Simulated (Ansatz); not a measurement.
# C3H9NSi: one species, many methods

One table from this session's results is given with a row withheld; the runs are named, their logs left out.

Computed with Ansatz 0.2.0, Gaussian basis. Level: functionals in def2-TZVPP, the program's frozen cores in correlated methods.

Plan: LDA (SPW92), PBE-D4, revPBE-D4, BLYP-D4, r2SCAN-D4, B97M-V, PBE0-D4, B3LYP-D4, r2SCANh-D4, r2SCAN0-D4, HSE06-D4, BHLYP-D4, CAM-B3LYP-D4, LC-ωPBE, ωB97X-V, ωB97M-V, B2PLYP, PBE-QIDH; CCSD(T)/def2-SVP; CCSD(T)/def2-TZVPP; MP2/def2-QZVPP; extrapolation to the limit; RPA on PBE.

**The geometry**

The geometry comes from an earlier relaxation with PBE0-D4 in a triple-zeta def2 set; it is a stationary point, not always the lowest conformer.

SMILES `CC(C)[Si]N`, 14 atoms, charge 0, spin multiplicity 1.

Atoms are counted from 1 here; the program's logs count them from 0.

Bond lengths: C1–C2 1.520 Å, C1–H6 1.096 Å, C1–H7 1.094 Å, C1–H8 1.096 Å, C2–C3 1.531 Å, C2–Si4 1.926 Å, C2–H9 1.102 Å, C3–H10 1.095 Å, C3–H11 1.094 Å, C3–H12 1.095 Å, Si4–N5 1.707 Å, N5–H13 1.010 Å, N5–H14 1.008 Å. Angles: C2–C1–H6 111.4°, C2–C1–H7 112.2°, C2–C1–H8 111.3°, H6–C1–H7 107.0°, H6–C1–H8 106.6°, H7–C1–H8 107.9°, C1–C2–C3 111.4°, C1–C2–Si4 118.5°, C1–C2–H9 108.5°, C3–C2–Si4 107.7°, C3–C2–H9 107.0°, Si4–C2–H9 102.9°, C2–C3–H10 111.2°, C2–C3–H11 112.1°, C2–C3–H12 111.3°, H10–C3–H11 107.2°, H10–C3–H12 107.2°, H11–C3–H12 107.7° and more.

Set-up of the first run:

Contents of in.yaml:

```yaml
crystal:
  periodic: [false, false, false]
  atoms:
    - {symbol: C, position_ang: [-1.053573, -0.235429, 0.669593]}
    - {symbol: C, position_ang: [0.332433, 0.358657, 0.482634]}
    - {symbol: C, position_ang: [1.425375, -0.644233, 0.862558]}
    - {symbol: Si, position_ang: [0.790257, 1.103766, -1.233173]}
    - {symbol: N, position_ang: [-0.631626, 0.767748, -2.116308]}
    - {symbol: H, position_ang: [-1.202286, -0.588868, 1.695845]}
    - {symbol: H, position_ang: [-1.846221, 0.489439, 0.461959]}
    - {symbol: H, position_ang: [-1.207511, -1.100407, 0.015136]}
    - {symbol: H, position_ang: [0.436739, 1.220815, 1.160804]}
    - {symbol: H, position_ang: [1.379439, -1.537106, 0.230246]}
    - {symbol: H, position_ang: [2.428137, -0.220427, 0.753010]}
    - {symbol: H, position_ang: [1.316781, -0.976523, 1.900179]}
    - {symbol: H, position_ang: [-1.458988, 0.304655, -1.768202]}
    - {symbol: H, position_ang: [-0.721956, 1.028815, -3.085479]}
basis:
  gaussian: {orbitals: def2-TZVPP}
hamiltonian: {xc: lda}
output: {orbitals: {seedname: orbitals}}
```

On the command line:

```
> ansatz run in.yaml --threads 4 --pin off --events-out ev --progress --plain --max-ram 10444MiB
```

Steps of the session up to this table: LDA; PBE-D4 (GGA); revPBE-D4 (GGA); BLYP-D4 (GGA); r2SCAN-D4 (meta-GGA); B97M-V (meta-GGA); PBE0-D4 (hybrid); B3LYP-D4 (hybrid); r2SCANh-D4 (hybrid); r2SCAN0-D4 (hybrid); HSE06-D4 (hybrid); BHLYP-D4 (hybrid); CAM-B3LYP-D4 (range-separated); LC-ωPBE (range-separated); ωB97X-V (range-separated); ωB97M-V (range-separated); B2PLYP (double hybrid); PBE-QIDH (double hybrid).

One of the session's tables, all rows but one given; the rest of the session is left out.

It belongs to the step «Frontier levels by functional». 

| functional | HOMO (eV) | gap (eV) |
| --- | --- | --- |
| LDA (SPW92) | -4.92 | 2.85 |
| PBE-D4 | -4.83 | 2.94 |
| revPBE-D4 | -4.78 | 2.97 |
| BLYP-D4 | -4.71 | 2.96 |
| r2SCAN-D4 | -5.01 | 3.24 |
| B97M-V | -5.09 | 3.35 |
| PBE0-D4 | -5.87 | 4.81 |
| B3LYP-D4 | -5.70 | 4.46 |
| r2SCANh-D4 | -5.40 | 3.95 |
| r2SCAN0-D4 | -5.98 | 4.99 |
| HSE06-D4 | -5.47 | 4.04 |
| BHLYP-D4 | -6.83 | 6.69 |
| CAM-B3LYP-D4 | -7.15 | 7.18 |
| LC-ωPBE | -8.42 | 9.52 |
| ωB97X-V | -8.12 | 9.12 |
| ωB97M-V | ? | ? |

**Question.** Estimate the row for ωB97M-V.

As computed: HOMO (eV): -7.96; gap (eV): 8.83. In the column «HOMO (eV)» it lies between ωB97X-V (-8.12) and CAM-B3LYP-D4 (-7.15).
